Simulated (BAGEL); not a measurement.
# CH5ClOSi (SMILES C[SiH](O)Cl): HF/STO-3G (density fitting with qzvpp-jkfit)

What is the vertical ionisation energy of CH5ClOSi at HF/STO-3G (density fitting with qzvpp-jkfit)? 

Program for the calculation: BAGEL 1.2.2.

2 further runs of the same task are left out: 2 set aside as unsound or not needed.

### Step 1. The system as given

CH5ClOSi: 9 atoms, total charge 0, spin state singlet. SMILES: `C[SiH](O)Cl`. Geometry: relaxed at PBE0-D4/def2-TZVP. This is one conformer, not always the lowest.

Bond lengths: C1–Si2 1.852 Å, Si2–O3 1.636 Å, Si2–Cl4 2.066 Å, C1–H5 1.092 Å, C1–H6 1.093 Å, C1–H7 1.093 Å, Si2–H8 1.477 Å, O3–H9 0.958 Å. Some angles: C1–Si2–O3 113.3°, C1–Si2–Cl4 107.5°, O3–Si2–Cl4 109.8°, C1–Si2–H8 112.9°, O3–Si2–H8 105.4°, Cl4–Si2–H8 107.8°, Si2–C1–H5 110.4°, Si2–C1–H6 110.2°, Si2–C1–H7 111.1°, Si2–O3–H9 118.5°.

### Step 2. A single-point energy at HF/STO-3G (density fitting with qzvpp-jkfit)

Contents of job.json:

```json
{ "bagel" : [

{
  "title" : "molecule",
  "basis" : "sto-3g",
  "df_basis" : "qzvpp-jkfit",
  "angstrom" : true,
  "geometry" : [
    { "atom" : "C", "xyz" : [   -0.641500,    0.901700,   -0.409300 ] },
    { "atom" : "Si", "xyz" : [    0.027400,   -0.687800,    0.266100 ] },
    { "atom" : "O", "xyz" : [    1.352500,   -0.484900,    1.204600 ] },
    { "atom" : "Cl", "xyz" : [    0.486800,   -1.901400,   -1.341000 ] },
    { "atom" : "H", "xyz" : [   -1.541000,    0.716400,   -1.000900 ] },
    { "atom" : "H", "xyz" : [   -0.897100,    1.581200,    0.407800 ] },
    { "atom" : "H", "xyz" : [    0.090600,    1.394200,   -1.054100 ] },
    { "atom" : "H", "xyz" : [   -0.945300,   -1.408100,    1.111900 ] },
    { "atom" : "H", "xyz" : [    2.156100,   -0.157700,    0.797700 ] }
  ]
},
{ "title" : "hf" },
{ "title" : "print", "file" : "orbitals.molden", "orbitals" : true }

]}
```

On the command line:

```sh
$ BAGEL_NUM_THREADS=1 BAGEL job.json > job.out
```

Log:

```text
* using 1 threads per process

  ===============================================================
  ===============================================================

  *** Geometry ***

  { "atom" : "C", "xyz" : [     -1.212259,      1.703966,     -0.773465 ] },
  { "atom" : "Si", "xyz" : [      0.051778,     -1.299754,      0.502856 ] },
  { "atom" : "O", "xyz" : [      2.555855,     -0.916328,      2.276364 ] },
  { "atom" : "Cl", "xyz" : [      0.919919,     -3.593125,     -2.534123 ] },
  { "atom" : "H", "xyz" : [     -2.912068,      1.353800,     -1.891427 ] },
  { "atom" : "H", "xyz" : [     -1.695273,      2.988035,      0.770630 ] },
  { "atom" : "H", "xyz" : [      0.171209,      2.634656,     -1.991960 ] },
  { "atom" : "H", "xyz" : [     -1.786358,     -2.660923,      2.101186 ] },
  { "atom" : "H", "xyz" : [      4.074438,     -0.298010,      1.507435 ] },

  Number of auxiliary basis functions:      498

  Since a DF basis is specified, we compute 2- and 3-index integrals:
    o Being stored without compression. Storage requirement is 0.004 GB

  Number of basis functions:       33
  Number of electrons      :       50

    * METHOD: MOLECULE                             0.19

  *** RHF ***

  === Nuclear Repulsion ===
   224.2007675682

      * DIIS with orbital gradients will be used.

  === RHF iteration (sto-3g) ===
      0       -854.36019417          0.01292634           0.03
      1       -854.42970330          0.00320206           0.03
      2       -854.43390277          0.00070030           0.03
      3       -854.43420240          0.00009625           0.03
      4       -854.43420958          0.00002351           0.03
      5       -854.43421005          0.00000682           0.03
      6       -854.43421009          0.00000156           0.03
      7       -854.43421010          0.00000036           0.03
      8       -854.43421010          0.00000008           0.03
      9       -854.43421010          0.00000002           0.03
     10       -854.43421010          0.00000001           0.03
    * SCF iteration converged.

    * Permanent dipole moment:
           (    0.167608,    -0.960582,    -0.410660) a.u.

    * METHOD: HF                                   0.43

    * METHOD: PRINT                                0.00

  ===============================================================
```

Run time: 0.78 s. Hardware: 1 thread of Arm Neoverse V1, shared host; peak memory 0.084 GiB.

### Step 3. The doublet cation, same level

Contents of calc.json:

```json
{ "bagel": [

{
  "title": "molecule",
  "basis": "sto-3g",
  "df_basis": "qzvpp-jkfit",
  "angstrom": true,
  "geometry": [
    { "atom": "C", "xyz": [      -0.641500,       0.901700,      -0.409300 ] },
    { "atom": "Si", "xyz": [       0.027400,      -0.687800,       0.266100 ] },
    { "atom": "O", "xyz": [       1.352500,      -0.484900,       1.204600 ] },
    { "atom": "Cl", "xyz": [       0.486800,      -1.901400,      -1.341000 ] },
    { "atom": "H", "xyz": [      -1.541000,       0.716400,      -1.000900 ] },
    { "atom": "H", "xyz": [      -0.897100,       1.581200,       0.407800 ] },
    { "atom": "H", "xyz": [       0.090600,       1.394200,      -1.054100 ] },
    { "atom": "H", "xyz": [      -0.945300,      -1.408100,       1.111900 ] },
    { "atom": "H", "xyz": [       2.156100,      -0.157700,       0.797700 ] }
  ]
},

{
  "title": "uhf",
  "charge": 1,
  "nopen": 1
},

{
  "title": "print",
  "file": "orbitals.molden",
  "orbitals": true
}

]}
```

On the command line:

```sh
$ BAGEL_NUM_THREADS=1 BAGEL calc.json > calc.out
```

Log:

```text
* using 1 threads per process

  ===============================================================
  ===============================================================

  *** Geometry ***

  { "atom" : "C", "xyz" : [     -1.212259,      1.703966,     -0.773465 ] },
  { "atom" : "Si", "xyz" : [      0.051778,     -1.299754,      0.502856 ] },
  { "atom" : "O", "xyz" : [      2.555855,     -0.916328,      2.276364 ] },
  { "atom" : "Cl", "xyz" : [      0.919919,     -3.593125,     -2.534123 ] },
  { "atom" : "H", "xyz" : [     -2.912068,      1.353800,     -1.891427 ] },
  { "atom" : "H", "xyz" : [     -1.695273,      2.988035,      0.770630 ] },
  { "atom" : "H", "xyz" : [      0.171209,      2.634656,     -1.991960 ] },
  { "atom" : "H", "xyz" : [     -1.786358,     -2.660923,      2.101186 ] },
  { "atom" : "H", "xyz" : [      4.074438,     -0.298010,      1.507435 ] },

  Number of auxiliary basis functions:      498

  Since a DF basis is specified, we compute 2- and 3-index integrals:
    o Being stored without compression. Storage requirement is 0.004 GB

  Number of basis functions:       33
  Number of electrons      :       50

    * METHOD: MOLECULE                             0.19

  *** Open-shell HF ***

  === Nuclear Repulsion ===
   224.2007675682

      * DIIS with orbital gradients will be used.

  === UHF iteration (sto-3g) ===
      0       -853.96655744          0.03124242           0.06
      1       -854.08201307          0.01664870           0.06
      2       -854.10558456          0.00721430           0.06
      3       -854.11791527          0.00502654           0.06
      4       -854.12298666          0.00501225           0.06
      5       -854.13373519          0.00476207           0.06
      6       -854.14506257          0.00811992           0.06
      7       -854.15218958          0.00138650           0.06
      8       -854.15110038          0.00343387           0.06
      9       -854.15252125          0.00250304           0.06
     10       -854.15447385          0.00073654           0.06
     11       -854.15539602          0.00047789           0.06
     12       -854.15598363          0.00030780           0.06
     13       -854.15617907          0.00012141           0.06
     14       -854.15620222          0.00004927           0.06
     15       -854.15620549          0.00001342           0.06
     16       -854.15620584          0.00000370           0.06
     17       -854.15620592          0.00000175           0.06
     18       -854.15620594          0.00000092           0.06
     19       -854.15620595          0.00000033           0.06
     20       -854.15620595          0.00000014           0.06
     21       -854.15620595          0.00000008           0.06
     22       -854.15620595          0.00000004           0.06
     23       -854.15620595          0.00000002           0.06
     24       -854.15620595          0.00000000           0.06
    * SCF iteration converged.

    * S^2 (UHF) is 0.7568

    * Permanent dipole moment:
           (   -1.096743,    -1.468561,    -1.878268) a.u.

    * METHOD: UHF                                  1.58

    * METHOD: PRINT                                0.00

  ===============================================================
```

Run time: 1.9 s. Hardware: 1 thread of Arm Neoverse V1, shared host; peak memory 0.084 GiB.

### Step 4. Results

At HF/STO-3G (density fitting with qzvpp-jkfit):

```
                                          quantity          value
                    singlet CH5ClOSi: total energy  -854.43421 Eh
                   singlet CH5ClOSi: dipole moment         2.69 D
                     singlet CH5ClOSi: HOMO energy       -9.79 eV
                     singlet CH5ClOSi: LUMO energy        9.84 eV
                   singlet CH5ClOSi: HOMO–LUMO gap       19.63 eV
                      doublet cation: total energy  -854.15621 Eh
                              doublet cation: ⟨S²⟩          0.757
vertical ionisation energy (to the doublet cation)       7.565 eV
```

What this shows: The vertical ionisation energy comes to 7.56 eV (730 kJ/mol). −ε(HOMO) before ionisation, 9.79 eV, is 2.22 eV above this ionisation energy. In a minimal basis such a difference can be off by several eV, whatever the method.
